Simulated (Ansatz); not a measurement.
# Hg (bcc type): the cost of one run

Method: DFT LDA, with the methods named in each step, in Ansatz 0.2.0.

### Step 1. The starting structure

It takes space group Im-3m (No. 229, cubic). The conventional cell has a = 3.567 Å, b = 3.567 Å, c = 3.567 Å, α = 90.00°, β = 90.00°, γ = 90.00°. Around Hg (site symmetry m-3m) lie 8 Hg at 3.09 Å.

Coordinates:

```
Hg
1.0
    -1.78346    1.78346    1.78346
     1.78346   -1.78346    1.78346
     1.78346    1.78346   -1.78346
Hg
1
Direct
  0.00000 0.00000 0.00000
```

### Step 2. Bcc relaxed, PAW

input.yaml reads:

```yaml
crystal:
  lattice:
    - [-1.7834648247, 1.7834648247, 1.7834648247]
    - [1.7834648247, -1.7834648247, 1.7834648247]
    - [1.7834648247, 1.7834648247, -1.7834648247]
  atoms:
    - { symbol: Hg, position: [0.0, 0.0, 0.0] }
kpoints:
  mp_grid: { grid: [16, 16, 16] }
scf:
  occupations: { method: fermi_dirac, width: 0.05 }
hamiltonian:
  xc: lda
  pseudopotentials: { kind: paw }
output:
  forces: true
  stress: true
relax:
  f_tol: 0.005
  max_steps: 40
  cell: {}
```

Run with:

```sh
> ansatz run input.yaml --threads 1 --pin off --max-ram 3072MiB --backend cpu --events-out ev --progress --plain --runs-dir out
```

**Question.** How long does this run take on 1 thread of Intel Xeon Platinum 8375C at 2.90GHz (Ice Lake), shared host, and how much memory does it need?

About 6.7 s, with a peak of 0.36 GiB.
